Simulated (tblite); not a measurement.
# C5H8NPSi: the cost of one run

The runs use tblite 0.8.0 and PySCF 2.14.0, with density-fitted response routines of our own; the level of theory stands in each step. All values are computed, except where a source is named. Atoms count from 0, in the outputs and in this text.

## 1. The molecule as given

16 atoms, charge 0, multiplicity 1; geometry from: force field or distance geometry start.

Bonds of the start (Å): C0–C1 1.17, C1–C2 1.50, C2–C3 1.28, C2–C4 1.42, C4–N5 1.25, N5–Si6 1.74, Si6–P7 2.21, C0–H8 1.05, C3–H9 1.06, C3–H10 1.13, C4–H11 1.14, Si6–H12 1.50, Si6–H13 1.47, P7–H14 1.45, P7–H15 1.44.

## 2. Relaxing the molecule with GFN2-xTB

What the job is given:

```
{"job": {"kind": "relax", "xc": "GFN2-xTB", "basis": "xTB"}, "charge": 0, "multiplicity": 1}
C     -2.885900     2.509800    -0.344800
C     -2.066000     1.679700    -0.220600
C     -1.010300     0.622000    -0.067100
C     -0.796100     0.302300     1.149500
C     -0.498800     0.201100    -1.325200
N      0.357400    -0.658700    -1.636400
Si     1.180100    -1.612700    -0.430300
P      2.767600    -0.563600     0.702400
H     -3.623300     3.246300    -0.478300
H     -0.142700    -0.399400     1.612700
H     -1.419700     0.843900     1.921700
H     -0.935200     0.731100    -2.229300
H      1.776300    -2.766200    -1.186500
H      0.332800    -2.299200     0.552100
H      2.947400    -1.207000     1.994200
H      4.008800    -0.620200    -0.025400
```

The run is started by

```console
OMP_NUM_THREADS=1 python probes_run.py task.json out
```

This one command runs all jobs of the session in turn.

Q: Estimate the wall time of this first job on 1 thread of Arm Neoverse N1, shared host.

About 2.2 s.
